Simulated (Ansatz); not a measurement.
# Pt2W (Immm) in Ansatz: equation of state

How stiff is Pt2W in PBEsol, and what volume does it want? The cell is scaled to several volumes.

Program: Ansatz 0.2.0. These are calculated values, not measurements. Logs are shortened: lines on timing, memory, paths and dates and some standing lists are left out, and cuts for length are marked.

## (1) Starting point

It takes space group Immm (No. 71, orthorhombic). The conventional cell has a = 2.773 Å, b = 3.964 Å, c = 8.307 Å, α = 90.00°, β = 90.00°, γ = 90.00°. Pt (site symmetry mm2) is surrounded by 7 Pt at 2.71 to 2.82 Å and 5 W at 2.77 to 2.80 Å. W (site symmetry mmm) is surrounded by 2 W at 2.77 Å and 10 Pt at 2.77 to 2.80 Å.

The cell comes from a database or a generator and needn't be the stable form of this composition.

## (2) Single point, PBEsol, 14.30 Å³/atom (volume scaled by 0.94)

input.yaml reads:

```yaml
crystal:
  lattice:
    - [-1.3580651201, 1.9417385137, 4.0684785496]
    - [1.3580651201, -1.9417385137, 4.0684785496]
    - [1.3580651201, 1.9417385137, -4.0684785496]
  atoms:
    - { symbol: Pt, position: [0.3367753, 0.3367753, 0.0] }
    - { symbol: Pt, position: [0.6632247, 0.6632247, 0.0] }
    - { symbol: W, position: [0.0, 0.0, 0.0] }
hamiltonian:
  xc: pbesol
  pseudopotentials: { kind: paw }
kpoints:
  mp_grid: { grid: [12, 12, 12] }
scf:
  occupations: { method: fermi_dirac, width: 0.05 }
output:
  forces: true
  stress: true
  eigenvalues: true
  write_density: true
  write_potential: true
  elf: true
  volumetric_format: npy
```

Potentials or basis: Ansatz PAW.

Command:

```bash
> ansatz run input.yaml --threads 2 --pin off --max-ram 5632MiB --backend cpu --events-out ev --progress --plain --runs-dir out
```

Standard output:

```text
Warning: RAYON_NUM_THREADS=2 ignored (pool sized by the plan → 2); use --threads N
Engine: ansatz 0.2.0, aarch64-unknown-linux-gnu
Pseudopotentials: kind: paw
Pseudopotential: Pt, paw, valence charge 18, recommended cutoff 420 eV (normal), Pt.paw.azcp
Pseudopotential: W, paw, valence charge 14, recommended cutoff 420 eV (normal), W.paw.azcp
Functional definition: PBEsol
  exchange = pbesol_x
  correlation = pbesol_c
Crystal: 3 atoms, lattice volume = 42.914 Å³
Basis set: ecut = 420 eV, 843 PW (Γ), exchange–correlation on 64×64×64 points (8 copies of the dense FFT grid, shifted against one another)
Bands: 30, of which v1, the nominal top of the filled ones, is band 25 counted from 1 (24 counted from 0)
Symmetry: 8 space group operations
Space group: Immm (ITA 71), of the structure as read, at distance tolerance 3.5e-5 Å
k-points: 280 of 1728
Non-local potential: Pt, projectors of the file, l = 0: 3, l = 1: 2, l = 2: 2, l = 3: 1
Non-local potential: W, projectors of the file, l = 0: 3, l = 1: 2, l = 2: 2, l = 3: 1
PAW form: soft (Blöchl's): semilocal exchange-correlation on the pseudo side does not see the compensation charge
PAW frozen core: Pt, regenerated for the run's functional, and the local potential with it (the file was generated under x = pbe(κ = 0.804, μ = 0.2195149727645171), c = pbe(β = 0.06672455060314922))
PAW frozen core: W, regenerated for the run's functional, and the local potential with it (the file was generated under x = pbe(κ = 0.804, μ = 0.2195149727645171), c = pbe(β = 0.06672455060314922))
PAW one-centre angular grid: Pt, 590 points (default); XC on 64 Gauss nodes
PAW one-centre angular grid: W, 590 points (default); XC on 64 Gauss nodes
Initial density: superposition of atomic densities (neutral atoms: chi_scale 0, normalization atom), corrected by the library's trained network
Initial wavefunctions: pseudopotential atomic-orbital guess
Functional: x = pbesol(κ = 0.804, μ = 0.12345679012345678), c = pbesol(β = 0.046)
SCF iter   1: F=—  HF=-35025.247195 eV  |F-HF|=—  |Δ(HF+E_count)|=         —  Δρ=9.00e-3  dr2=2.93e-2  ethr=1.77e-3  ⟨swp⟩=5.9  Hψ=31027  notcnv=0
preconditioner: auto → Kerker (q_TF=auto, 2.799 Å⁻¹)  [metal: Δε(μ)=0.020 eV  Ē_g=7.217 eV  σ=0.050 eV  W_gap=0.10  n_scr=10 (ndim 8)  ℏωp=28.9 eV  f_vac=0.000  D(μ)=1.33/eV (n_scr^D=6)]
SCF iter   2: F=—  HF=-35025.244394 eV  |F-HF|=—  |Δ(HF+E_count)|=   2.80e-3  Δρ=4.55e-3  dr2=6.75e-3  ethr=5.86e-5  ⟨swp⟩=1.9  Hψ=12122  notcnv=0
SCF iter   3: F=—  HF=-35025.243171 eV  |F-HF|=—  |Δ(HF+E_count)|=   1.22e-3  Δρ=6.76e-4  dr2=1.20e-4  ethr=1.35e-5  ⟨swp⟩=2.0  Hψ=11167  notcnv=0
SCF iter   4: F=—  HF=-35025.243153 eV  |F-HF|=—  |Δ(HF+E_count)|=   1.81e-5  Δρ=1.04e-4  dr2=3.52e-6  ethr=2.41e-7  ⟨swp⟩=2.3  Hψ=12830  notcnv=0
SCF iter   5: F=—  HF=-35025.243154 eV  |F-HF|=—  |Δ(HF+E_count)|=   1.34e-6  Δρ=2.42e-5  dr2=1.85e-7  ethr=7.05e-9  ⟨swp⟩=2.4  Hψ=14976  notcnv=0
SCF iter   6: F=-35025.243154 eV  HF=-35025.243154 eV  |F-HF|=1.01e-8  |Δ(HF+E_count)|=   4.44e-8  Δρ=5.76e-6  dr2=1.62e-8  ethr=2.00e-10  ⟨swp⟩=8.6  Hψ=52645  notcnv=0
SCF 1 converged in 6 iterations: F = -35025.243154 eV  dr2 = 1.62e-8
SCF converged after 6 iterations
Free energy (F): -35025.243154 eV
Harris-Foulkes:  -35025.243154 eV  (|F-HF|=1.01e-8)
Internal energy: -35025.231928 eV  (E = F + TS)
E sigma→0 (E₀):  -35025.237541 eV
Entropy (-TS):   -0.011227 eV (-3.742 meV/atom)
Fermi energy:    25.439470 eV
--- Per-component energies (eV) ---
  E_band       = -264.030367
  E_kinetic    = 1734.781008
  E_local      = -3402.623498  (includes V_loc(G=0)·N_el)
  E_nonlocal   = 406.154086
  E_hartree    = 1278.590156
  E_xc         = -790.557982
  E_vxc        = -849.616672  (∫ρ·V_xc dr)
  E_paw        = -27068.762835  (= ΣΔE_a)
  E_vpaw       = -709.900796  (= ΣTr[D̂ρ^β])
  E_aug_tail   = 0.000289  (compensation charges beyond the density's cutoff)
  E_ewald      = -7183.608906
  E_core_change = 0.795755  (= ΣΔE_core)
  E_smearing   = -0.011227  (= −TS)
  E_closure    = -0.000000  (closes the sum)
  Σ components = -35025.243154   (vs F -35025.243154, Δ=0.00e0)
--- Forces (eV/Å), atoms counted from 1 ---
  atom   1  Pt     0.00000000     0.00000000    -0.13739464
  atom   2  Pt     0.00000000     0.00000000     0.13739464
  atom   3  W      0.00000000     0.00000000     0.00000000
  max |Σ_I F_I| component: 1.26e-29 eV/Å
--- Stress (GPa, compression-positive) ---
       16.967043       0.000000       0.000000
        0.000000      15.692558       0.000000
        0.000000       0.000000      16.559041
  P = ⅓ Tr σ = 16.4062 GPa (164.062 kbar)
--- Band table (eV; the first three rows and the last of 280) ---
  k-point 0: bands = ["-73.8579", "-73.8232", "-49.0450", "-28.2440", "-28.1765", "-27.9621", "-27.9439", "-27.8664", "-27.7923", "-13.3820", "-13.3347", "-12.7282", "14.2822", "18.5409", "19.1879", "19.8283", "20.0579", "20.7219", "20.9601", "21.2980", "22.0298", "22.7252", "23.0669", "23.0827", "24.0561", "24.5642", "26.9792", "28.1944", "29.6438", "31.8973"]
  k-point 1: bands = ["-73.8561", "-73.8230", "-49.0407", "-28.2422", "-28.1701", "-27.9651", "-27.9479", "-27.8785", "-27.8160", "-13.3741", "-13.3302", "-12.7960", "14.5931", "18.7337", "19.3593", "19.7817", "19.8883", "20.6973", "20.7514", "21.2441", "22.1493", "22.4276", "22.8134", "23.0580", "24.6242", "24.7025", "26.7018", "28.1573", "30.3346", "32.2223"]
  k-point 2: bands = ["-73.8511", "-73.8225", "-49.0287", "-28.2361", "-28.1525", "-27.9781", "-27.9725", "-27.8979", "-27.8774", "-13.3534", "-13.3167", "-12.9779", "15.4397", "19.2335", "19.3750", "19.5381", "19.7145", "20.6247", "20.6367", "21.0630", "21.9455", "22.2661", "23.1284", "23.2436", "24.8470", "25.1067", "26.3361", "27.7929", "31.8720", "32.3574"]
  k-point 279: bands = ["-73.8474", "-73.8337", "-49.0455", "-28.2009", "-28.1424", "-28.0422", "-27.9375", "-27.8844", "-27.7743", "-13.3968", "-13.3305", "-12.7266", "16.9616", "17.1448", "17.4955", "18.0169", "19.6558", "20.9801", "21.0399", "21.9433", "22.0568", "23.0141", "23.1793", "23.4413", "24.4136", "26.9861", "27.4200", "27.4926", "27.9902", "28.5835"]
```

Wall time 13 s (2 threads of Arm Neoverse V1, shared host); peak memory 0.54 GiB.

What came out:

```
Free energy            : -35025.2432 eV
Pressure               : 16.4 GPa
Largest force          : 0.137 eV/Å
Band gap on the k mesh : none (metal or under the smearing width)
```

Caveat: the PAW data sets come from PBE, with cores solved anew for the run's functional, which leaves a small shift of forces and pressure.

## (3) Single point, PBEsol, 14.61 Å³/atom (volume scaled by 0.96)

input.yaml, as its differences from that of step 2:

```diff
@@ -2,5 +2,5 @@
   lattice:
-    - [-1.3580651201, 1.9417385137, 4.0684785496]
-    - [1.3580651201, -1.9417385137, 4.0684785496]
-    - [1.3580651201, 1.9417385137, -4.0684785496]
+    - [-1.3676292741, 1.9554131791, 4.097130751]
+    - [1.3676292741, -1.9554131791, 4.097130751]
+    - [1.3676292741, 1.9554131791, -4.097130751]
   atoms:
```

Potentials or basis: Ansatz PAW.

Command:

```bash
> ansatz run input.yaml --threads 2 --pin off --max-ram 5632MiB --backend cpu --events-out ev --progress --plain --runs-dir out
```

Wall time 14 s (2 threads of Arm Neoverse V1, shared host); peak memory 0.54 GiB.

The run converged. Its results:

```
Free energy            : -35025.3132 eV
Pressure               : 8.3 GPa
Largest force          : 0.084 eV/Å
Band gap on the k mesh : none (metal or under the smearing width)
```

Caveat: the PAW data sets come from PBE, with cores solved anew for the run's functional, which leaves a small shift of forces and pressure.

## (4) Single point, PBEsol, 14.91 Å³/atom (volume scaled by 0.98)

input.yaml, as its differences from that of step 3:

```diff
@@ -2,5 +2,5 @@
   lattice:
-    - [-1.3676292741, 1.9554131791, 4.097130751]
-    - [1.3676292741, -1.9554131791, 4.097130751]
-    - [1.3676292741, 1.9554131791, -4.097130751]
+    - [-1.3770614982, 1.9688992134, 4.1253877181]
+    - [1.3770614982, -1.9688992134, 4.1253877181]
+    - [1.3770614982, 1.9688992134, -4.1253877181]
   atoms:
```

Command:

```bash
> ansatz run input.yaml --threads 2 --pin off --max-ram 5632MiB --backend cpu --events-out ev --progress --plain --runs-dir out
```

Wall time 14 s (2 threads of Arm Neoverse V1, shared host); peak memory 0.55 GiB.

The run converged. Its results:

```
Free energy            : -35025.3399 eV
Pressure               : 1.2 GPa
Largest force          : 0.034 eV/Å
Band gap on the k mesh : none (metal or under the smearing width)
```

Caveat: the PAW data sets come from PBE, with cores solved anew for the run's functional, which leaves a small shift of forces and pressure.

## (5) Single point, PBEsol, 15.22 Å³/atom

input.yaml reads:

```yaml
crystal:
  lattice:
    - [-1.38636625, 1.98220299, 4.153262805]
    - [1.38636625, -1.98220299, 4.153262805]
    - [1.38636625, 1.98220299, -4.153262805]
  atoms:
    - { symbol: Pt, position: [0.3367753, 0.3367753, 0.0] }
    - { symbol: Pt, position: [0.6632247, 0.6632247, 0.0] }
    - { symbol: W, position: [0.0, 0.0, 0.0] }
hamiltonian:
  xc: pbesol
  pseudopotentials: { kind: paw }
kpoints:
  mp_grid: { grid: [12, 12, 12] }
scf:
  occupations: { method: fermi_dirac, width: 0.05 }
output:
  forces: true
  stress: true
  eigenvalues: true
```

Command:

```bash
> ansatz run input.yaml --threads 2 --pin off --max-ram 5632MiB --backend cpu --events-out ev --progress --plain --runs-dir out
```

It took 8.6 s on 2 threads of Arm Neoverse V1, shared host; peak memory 0.53 GiB.

It converged, with:

- Free energy: -35025.3283 eV
- Pressure: -5.2 GPa
- Largest force: 0.013 eV/Å
- Band gap on the k mesh: none (metal or under the smearing width)

Caveat: the PAW data sets come from PBE, with cores solved anew for the run's functional, which leaves a small shift of forces and pressure.

## (6) Single point, PBEsol, 15.52 Å³/atom (volume scaled by 1.02)

input.yaml, as its differences from that of step 5:

```diff
@@ -2,5 +2,5 @@
   lattice:
-    - [-1.38636625, 1.98220299, 4.153262805]
-    - [1.38636625, -1.98220299, 4.153262805]
-    - [1.38636625, 1.98220299, -4.153262805]
+    - [-1.395547751, 1.9953305447, 4.1807686583]
+    - [1.395547751, -1.9953305447, 4.1807686583]
+    - [1.395547751, 1.9953305447, -4.1807686583]
   atoms:
```

Potentials or basis: Ansatz PAW.

Command:

```bash
> ansatz run input.yaml --threads 2 --pin off --max-ram 5632MiB --backend cpu --events-out ev --progress --plain --runs-dir out
```

It took 9 s on 2 threads of Arm Neoverse V1, shared host; peak memory 0.54 GiB.

It converged, with:

* Free energy: -35025.2825 eV
* Pressure: -10.8 GPa
* Largest force: 0.056 eV/Å
* Band gap on the k mesh: none (metal or under the smearing width)

Caveat: the PAW data sets come from PBE, with cores solved anew for the run's functional, which leaves a small shift of forces and pressure.

## (7) Single point, PBEsol, 15.83 Å³/atom (volume scaled by 1.04)

input.yaml, as its differences from that of step 6:

```diff
@@ -2,5 +2,5 @@
   lattice:
-    - [-1.395547751, 1.9953305447, 4.1807686583]
-    - [1.395547751, -1.9953305447, 4.1807686583]
-    - [1.395547751, 1.9953305447, -4.1807686583]
+    - [-1.4046100033, 2.0082875996, 4.2079172674]
+    - [1.4046100033, -2.0082875996, 4.2079172674]
+    - [1.4046100033, 2.0082875996, -4.2079172674]
   atoms:
```

Command:

```bash
> ansatz run input.yaml --threads 2 --pin off --max-ram 5632MiB --backend cpu --events-out ev --progress --plain --runs-dir out
```

It took 9.1 s on 2 threads of Arm Neoverse V1, shared host; peak memory 0.54 GiB.

The run converged. Its results:

* Free energy: -35025.2066 eV
* Pressure: -15.8 GPa
* Largest force: 0.096 eV/Å
* Band gap on the k mesh: none (metal or under the smearing width)

Caveat: the PAW data sets come from PBE, with cores solved anew for the run's functional, which leaves a small shift of forces and pressure.

## (8) Single point, PBEsol, 16.13 Å³/atom (volume scaled by 1.06)

input.yaml, as its differences from that of step 7:

```diff
@@ -2,5 +2,5 @@
   lattice:
-    - [-1.4046100033, 2.0082875996, 4.2079172674]
-    - [1.4046100033, -2.0082875996, 4.2079172674]
-    - [1.4046100033, 2.0082875996, -4.2079172674]
+    - [-1.4135568051, 2.0210795852, 4.2347200109]
+    - [1.4135568051, -2.0210795852, 4.2347200109]
+    - [1.4135568051, 2.0210795852, -4.2347200109]
   atoms:
```

Command:

```bash
> ansatz run input.yaml --threads 2 --pin off --max-ram 5632MiB --backend cpu --events-out ev --progress --plain --runs-dir out
```

Wall time 9.4 s (2 threads of Arm Neoverse V1, shared host); peak memory 0.54 GiB.

Results (log left out):

* Free energy: -35025.1040 eV
* Pressure: -20.2 GPa
* Largest force: 0.133 eV/Å
* Band gap on the k mesh: none (metal or under the smearing width)

Caveat: the PAW data sets come from PBE, with cores solved anew for the run's functional, which leaves a small shift of forces and pressure.

## (9) Equation of state, PBEsol

Potentials or basis: Ansatz PAW.

This step only gathers the single runs of the series.

What came out:

```
Equilibrium volume                        : 14.97 Å³/atom
Bulk modulus at fixed shape and positions : 324 GPa
Pressure derivative of the bulk modulus   : 4.9
```

Energy against volume, from the lowest point:
```csv
volume (Å³/atom),energy (meV/atom)
14.305,32.26
14.609,8.91
14.914,0.00
15.218,3.90
15.522,19.14
15.827,44.45
16.131,78.65
```

Caveat: the cell was scaled at fixed shape and fractional positions, which overstates the stiffness of a crystal with free parameters, most of all of layers and chains.
